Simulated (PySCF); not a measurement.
# One shape, several levels: singlet SnSiH5O−

Aim: a comparison of 4 runs (BLYP/def2-SVPD, M06-L/def2-SVPD, SVWN5/def2-SVPD, TPSS/def2-SVPD) of singlet SnSiH5O−. The job is set up through a Python script.

The calculation is run with PySCF 2.14.0.

### 1 Starting point

The species is SnSiH5O− (8 atoms), meant as a singlet with charge -1. As SMILES of the parent species, `[SiH3][O][SnH2]`. Geometry: relaxed at PBE0-D4/def2-TZVP. This is one conformer, not always the lowest. That shape belongs to the parent species and isn't relaxed for this state.

Bond lengths: Si1–O2 1.631 Å, O2–Sn3 1.970 Å, Si1–H4 1.493 Å, Si1–H5 1.487 Å, Si1–H6 1.489 Å, Sn3–H7 1.723 Å, Sn3–H8 1.730 Å. Angles: Si1–O2–Sn3 136.4°, O2–Si1–H4 111.2°, O2–Si1–H5 109.2°, O2–Si1–H6 111.0°, O2–Sn3–H7 102.4°, O2–Sn3–H8 105.0°, H4–Si1–H5 108.7°, H4–Si1–H6 107.9°, H5–Si1–H6 108.8°, H7–Sn3–H8 112.5°.

### 2 The energy at BLYP/def2-SVPD (core potential) (run 1)

input.py reads:

```python
from pyscf import gto, dft

molecule = gto.M(
    atom=[
    ('Si', (-0.737900, 1.075100, -0.480800)),
    ('O', (0.586900, 0.306200, 0.078800)),
    ('Sn', (0.956500, -1.332100, 1.108000)),
    ('H', (-1.877900, 0.127700, -0.658800)),
    ('H', (-0.424600, 1.696400, -1.794600)),
    ('H', (-1.173500, 2.142300, 0.461900)),
    ('H', (2.665400, -1.489100, 0.950500)),
    ('H', (0.097400, -2.583700, 0.279200)),
],
    verbose=3,
    ecp={'Sn': 'def2-svp'},
    max_memory=1860,
    basis='def2-svpd',
    spin=0,
    charge=-1,
)

ks = dft.RKS(molecule)
ks.xc = 'blyp'
ks.grids.level = 5
ks.conv_tol = 1e-10
ks.kernel()
if not ks.converged:
    ks = ks.newton().run(ks.mo_coeff, ks.mo_occ)

e_tot = ks.e_tot
print('Final energy', e_tot)
```

Started as:

```sh
$ OMP_NUM_THREADS=1 python input.py
```

Standard output:

```text
converged SCF energy = -581.840310421973
Final energy -581.8403104219734
```

Wall time 29 s (1 thread of Intel Xeon at 2.70GHz, shared host); peak memory 0.66 GiB.

### 3 A single-point energy at M06-L/def2-SVPD (core potential) (run 2)

calc.py reads:

```python
from pyscf import gto, dft

mol = gto.M(
    atom=[
    ('Si', (-0.737900, 1.075100, -0.480800)),
    ('O', (0.586900, 0.306200, 0.078800)),
    ('Sn', (0.956500, -1.332100, 1.108000)),
    ('H', (-1.877900, 0.127700, -0.658800)),
    ('H', (-0.424600, 1.696400, -1.794600)),
    ('H', (-1.173500, 2.142300, 0.461900)),
    ('H', (2.665400, -1.489100, 0.950500)),
    ('H', (0.097400, -2.583700, 0.279200)),
],
    verbose=3,
    charge=-1,
    max_memory=1860,
    ecp={'Sn': 'def2-svp'},
    basis='def2-svpd',
)

mf = dft.RKS(mol, xc='m06-l')
mf.grids.level = 5
mf.conv_tol = 1e-10
mf.kernel()
if not mf.converged:
    mf = mf.newton().run(mf.mo_coeff, mf.mo_occ)

e_tot = mf.e_tot
print('E = %.10f Eh' % e_tot)
```

Started as:

```sh
$ OMP_NUM_THREADS=1 python calc.py
```

Standard output:

```text
converged SCF energy = -582.067633299058
E = -582.0676332991 Eh
```

It took 54 s on 1 thread of Intel Xeon at 2.70GHz, shared host; peak memory 0.7 GiB.

Run 3 isn't shown in full; the table further down has it.

### 4 A single-point energy at TPSS/def2-SVPD (core potential) (run 4)

start.xyz reads:

```xyz
8
H5OSiSn
Si    -0.737900     1.075100    -0.480800
O      0.586900     0.306200     0.078800
Sn     0.956500    -1.332100     1.108000
H     -1.877900     0.127700    -0.658800
H     -0.424600     1.696400    -1.794600
H     -1.173500     2.142300     0.461900
H      2.665400    -1.489100     0.950500
H      0.097400    -2.583700     0.279200
```

input.py reads:

```python
from pyscf import gto, dft

mol = gto.Mole()
mol.atom = 'start.xyz'
mol.ecp = {'Sn': 'def2-svp'}
mol.basis = 'def2-svpd'
mol.charge = -1
mol.verbose = 3
mol.max_memory = 1860
mol.build()

myscf = dft.RKS(mol, xc='tpss')
myscf.conv_tol = 1e-10
myscf.grids.level = 5
myscf.kernel()
if not myscf.converged:
    myscf = myscf.newton().run(myscf.mo_coeff, myscf.mo_occ)

etot = myscf.e_tot
print('E(%s) = %.9f' % ('TPSS', etot))
```

Started as:

```sh
$ OMP_NUM_THREADS=1 python input.py
```

Standard output:

```text
converged SCF energy = -581.879834672492
E(TPSS) = -581.879834672
```

Wall time 52 s (1 thread of Intel Xeon at 2.70GHz, shared host); peak memory 0.7 GiB.

### 5 Overview of the runs

```tsv
run	level	energy (Eh)	HOMO energy (eV)	LUMO energy (eV)	HOMO–LUMO gap (eV)	wall time
1	BLYP/def2-SVPD (core potential)	-581.840310	1.25	3.23	1.98	29 s
2	M06-L/def2-SVPD (core potential)	-582.067633	1.13	3.78	2.65	54 s
3	SVWN5/def2-SVPD (core potential)	-579.855075	0.99	2.87	1.88	16 s
4	TPSS/def2-SVPD (core potential)	-581.879835	1.10	3.34	2.24	52 s
```

### 6 Outcome

| quantity | value |
| --- | --- |
| run 4: total energy | -581.87983 Eh |
| run 4: HOMO energy | 1.10 eV |
| run 4: LUMO energy | 3.34 eV |
| run 4: HOMO–LUMO gap (to an unbound level, set by the basis) | 2.24 eV |

What this shows: The HOMO–LUMO gap runs from 1.88 eV (SVWN5/def2-SVPD) to 2.65 eV (M06-L/def2-SVPD). The empty levels of an anion lie above zero and hang on the basis. Totals of different functionals can't be ranked against each other. In runs 1, 2, 3, 4 the HOMO lies above zero, so the outermost electron may be held by the basis alone. All runs together took 2.5 min, the longest 54 s.
